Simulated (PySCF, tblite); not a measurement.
# C7H7BO: geometry, infrared bands and NMR shifts

Wanted: the infrared bands and NMR shifts of C7H7BO (`Bc1cc(C)c(C#C)o1`), by calculation.

Computed with tblite 0.8.0 and PySCF 2.14.0, with density-fitted response routines of our own, on a single molecule in the gas phase. Atoms count from 0, in the outputs and in this text.

## Step 1: Starting geometry

16 atoms, charge 0, multiplicity 1; geometry from: force field or distance geometry start.

Bonds of the start (Å): B0–C1 1.55, C1–C2 1.38, C2–C3 1.37, C3–C4 1.46, C3–C5 1.37, C5–C6 1.44, C6–C7 1.21, C5–O8 1.32, O8–C1 1.31, B0–H9 1.19, B0–H10 1.19, C2–H11 1.08, C4–H12 1.09, C4–H13 1.12, C4–H14 1.13, C7–H15 1.05.

## Step 2: Geometry optimisation with GFN2-xTB

The job: settings as JSON, then the geometry in Å.

```
{"job": {"kind": "relax", "xc": "GFN2-xTB", "basis": "xTB"}, "charge": 0, "multiplicity": 1}
B     -2.958200    -1.158000    -0.193300
C     -1.492900    -0.693300    -0.022900
C     -1.131900     0.633100     0.128700
C      0.237000     0.645100     0.250500
C      1.058100     1.836900     0.440400
C      0.657400    -0.662800     0.195400
C      2.008800    -1.158900     0.285400
C      3.146400    -1.569100     0.360700
O     -0.410400    -1.423200     0.035200
H     -3.289900    -2.134300     0.395100
H     -3.813800    -0.430700    -0.588900
H     -1.780900     1.495200     0.133100
H      2.024800     1.694900     0.913500
H      0.465700     2.543500     1.070800
H      1.142000     2.323400    -0.581400
H      4.130400    -1.933000     0.433800
```

Run with:

```console
$ OMP_NUM_THREADS=1 python probes_run.py task.json out
```

The driver reads the jobs from task.json and runs them one after another.

**Question.** This job is followed by: GFN2-xTB harmonic vibrations, gas phase; GIAO PBE0/pcSseg-1 NMR shielding, non-relativistic, gas phase. What will the session give for the following? strongest single infrared mode (GFN2-xTB); zero-point energy (GFN2-xTB); ¹³C shifts against TMS (PBE0/pcSseg-1); ¹H shifts against TMS (PBE0/pcSseg-1, means over atoms taken as alike); ¹¹B shifts against BF3·OEt2 (PBE0/pcSseg-1); ¹⁷O shifts against H2O (PBE0/pcSseg-1); surface potential, 1st and 99th percentile.

**Answer**, as computed:

```
                                                              quantity                                             value
                             strongest single infrared mode (GFN2-xTB)                             2654 cm⁻¹, 173 km/mol
                                          zero-point energy (GFN2-xTB)                                     72.1 kcal/mol
                                ¹³C shifts against TMS (PBE0/pcSseg-1)  175.3, 149.5, 145.8, 139.9, 99.3, 78.3, 12.6 ppm
¹H shifts against TMS (PBE0/pcSseg-1, means over atoms taken as alike)                        7.65, 6.48, 3.51, 2.45 ppm
                           ¹¹B shifts against BF3·OEt2 (PBE0/pcSseg-1)                                          56.7 ppm
                                ¹⁷O shifts against H2O (PBE0/pcSseg-1)                                         338.4 ppm
                                 surface potential, 1st and 99th percentile                                -1.03 V and 1.57 V
```

In words: Relaxing lowered the energy by 0.481 eV in 57 steps; the close pair that moved most is C1–O8, from 1.307 to 1.363 Å. All 42 modes are real, so the xTB geometry is a minimum. The strongest single mode, at 2654 cm⁻¹, moves mainly H10 and H9. GFN2-xTB is a fitted tight-binding method: band positions and strengths are rough. Its intensities can rank the bands wrongly. At PBE0/pcSseg-1: The widest tensor belongs to O8: span 394 ppm, with a paramagnetic part of -400 ppm. NICS(1)zz of -24 ppm above the planar ring from C1 marks a diatropic (aromatic) ring current. By nearest atom (PBE0/pcSseg-1), the HOMO sits on C1, C5 about 21 % each; C7 18 % and the LUMO on B0 30 %; C2, C5 about 11 % each.
